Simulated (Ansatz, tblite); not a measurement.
# The cluster Ge2Se3−: one state, many levels

Aim: run the doublet of the cluster Ge2Se3− at one geometry on many levels, and compare frontier levels, spin and run time.

Program: Ansatz 0.2.0, Gaussian basis. Level of theory: as each input shows. These are calculated values, not measurements.

Levels to be run: GFN1-xTB, GFN2-xTB, PBE-D4/def2-TZVPD, r2SCAN-D4/def2-TZVPD, LDA/def2-TZVPD, PBE-QIDH/def2-TZVPD, MP2/def2-TZVPD, RPA/def2-TZVPD.

6 further runs of the same task are left out: 2 that didn't finish, 4 set aside as unsound or not needed. Runs told in other sessions of the task aren't counted.

## 1. The relaxed structure

The doublet was relaxed beforehand with r2SCAN-D4/def2-SVPD. At that level it is the lowest of the isomers that a small search found.

5 atoms, charge -1, spin multiplicity 2.

Bond lengths: Ge1–Se3 2.484 Å, Ge1–Se4 2.484 Å, Ge1–Se5 2.483 Å, Ge2–Se3 2.484 Å, Ge2–Se4 2.484 Å, Ge2–Se5 2.484 Å. Angles: Se3–Ge1–Se4 93.5°, Se3–Ge1–Se5 93.5°, Se4–Ge1–Se5 93.5°, Se3–Ge2–Se4 93.5°, Se3–Ge2–Se5 93.5°, Se4–Ge2–Se5 93.5°, Ge1–Se3–Ge2 65.5°, Ge1–Se4–Ge2 65.5°, Ge1–Se5–Ge2 65.5°.

The ion is computed in the gas phase, without counter-ions or solvent.

PBE0-D4/def2-TZVPD was run before; its log isn't repeated, and its numbers join the tables.

## 2. GFN1-xTB

Tight binding, by tblite at 300 K electronic temperature and without a spin-polarisation term:

```python
tblite.interface.Calculator('GFN1-xTB', numbers, positions, charge=-1, uhf=1).singlepoint()
```

Energy -372.5195 eV; 0.007 s.

## 3. GFN2-xTB

Tight binding, by tblite at 300 K electronic temperature and without a spin-polarisation term:

```python
tblite.interface.Calculator('GFN2-xTB', numbers, positions, charge=-1, uhf=1).singlepoint()
```

Energy -377.0157 eV; 0.007 s.

## 4. PBE-D4/def2-TZVPD

start.molden holds the orbitals of an earlier run on this state, given as this run's starting guess.

The input, in.yaml:

```yaml
crystal:
  periodic: [false, false, false]
  atoms:
    - {symbol: Ge, position_ang: [0.001734, -1.251426, 0.490821]}
    - {symbol: Ge, position_ang: [-0.001752, 1.251664, -0.490765]}
    - {symbol: Se, position_ang: [0.908464, 0.687682, 1.750249]}
    - {symbol: Se, position_ang: [1.174239, -0.629167, -1.608335]}
    - {symbol: Se, position_ang: [-2.082685, -0.058753, -0.141970]}
basis:
  gaussian: {orbitals: def2-TZVPD, initial_orbitals: start.molden}
total_charge: -1
magnetization: {spin_polarized: true, initial_magnetization: 1}
hamiltonian: {xc: pbe, dispersion: d4}
scf: {omitted_lower_state_checks: [starts]}
output: {forces: true, orbitals: {seedname: orbitals}}
```

Started as:

```console
ansatz run in.yaml --threads 4 --pin off --events-out ev --progress --plain --max-ram 4787MiB
```

Further steps of the session: r2SCAN-D4/def2-TZVPD; LDA/def2-TZVPD; PBE-QIDH/def2-TZVPD; MP2/def2-TZVPD; RPA/def2-TZVPD.

Q: Predict the results of all the runs planned. Wanted: gap in def2-TZVPD, named functionals, smallest and largest; correlation energy, MP2/def2-TZVPD; ⟨S²⟩ in def2-TZVPD, named functionals, smallest and largest.

**Answer**, as computed:

| quantity | value |
| --- | --- |
| gap in def2-TZVPD, named functionals, smallest and largest | 0.31 eV (LDA), 1.89 eV (PBE0-D4) |
| correlation energy, MP2/def2-TZVPD | -35.38 eV |
| ⟨S²⟩ in def2-TZVPD, named functionals, smallest and largest | 0.751, 0.762 |

In words: Over the named functionals in def2-TZVPD the gap runs from 0.31 eV (LDA) to 1.89 eV (PBE0-D4); exact exchange widens it. Over the named functionals in def2-TZVPD spin contamination reaches 0.01 (PBE0-D4), which is small.
